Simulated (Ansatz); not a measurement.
# ClFH2NSn: the cost of one run

The runs use Ansatz 0.2.0, Gaussian basis; the settings change from run to run.

### Step 1. The molecule

The structure was relaxed beforehand with PBE0-D4 in a triple-zeta def2 set. Sn takes a core potential in def2 sets; no spin-orbit term is included.

SMILES `[NH2][Sn]([F])[Cl]`, 6 atoms, charge 0, spin multiplicity 2.

Atoms are counted from 1 here; the program's logs count them from 0.

Bond lengths: N1–Sn2 2.044 Å, N1–H5 1.015 Å, N1–H6 1.016 Å, Sn2–F3 1.926 Å, Sn2–Cl4 2.342 Å. Angles: Sn2–N1–H5 113.7°, Sn2–N1–H6 112.2°, H5–N1–H6 108.0°, N1–Sn2–F3 100.7°, N1–Sn2–Cl4 106.4°, F3–Sn2–Cl4 105.7°.

### Step 2. revPBE0/def2-TZVPP

Set apart from the defaults: a grid of angular degree 23, a point charge of 2.00 e beside it, D3(BJ) with three-body dispersion.

File in.yaml:

```yaml
crystal:
  periodic: [false, false, false]
  atoms:
    - {symbol: N, position_ang: [0.070826, 0.907178, -0.590032]}
    - {symbol: Sn, position_ang: [-0.475100, -0.848871, 0.301695]}
    - {symbol: F, position_ang: [0.916822, -2.020907, -0.330952]}
    - {symbol: Cl, position_ang: [-0.083168, -0.576234, 2.594630]}
    - {symbol: H, position_ang: [-0.581803, 1.667823, -0.428092]}
    - {symbol: H, position_ang: [0.194423, 0.806914, -1.593451]}
basis:
  gaussian: {orbitals: def2-TZVPP, final_grid: {core_spheres: 8, valence_spheres: 7, degree: 23}, point_charges: [{charge: 2.00, position_ang: [5.738, 0.252, -0.251]}]}
magnetization: {spin_polarized: true, initial_magnetization: 1}
hamiltonian: {xc: {name: revPBE0}, dispersion: d3bjatm}
output: {forces: true}
```

Run with:

```console
$ ansatz run in.yaml --threads 4 --pin off --events-out ev --progress --plain --max-ram 10444MiB
```

**Question.** How long does this run take on 4 threads of Intel Xeon at 2.80GHz, shared host, and how much memory does it need?

About 3.6 s, with a peak of 0.53 GiB.
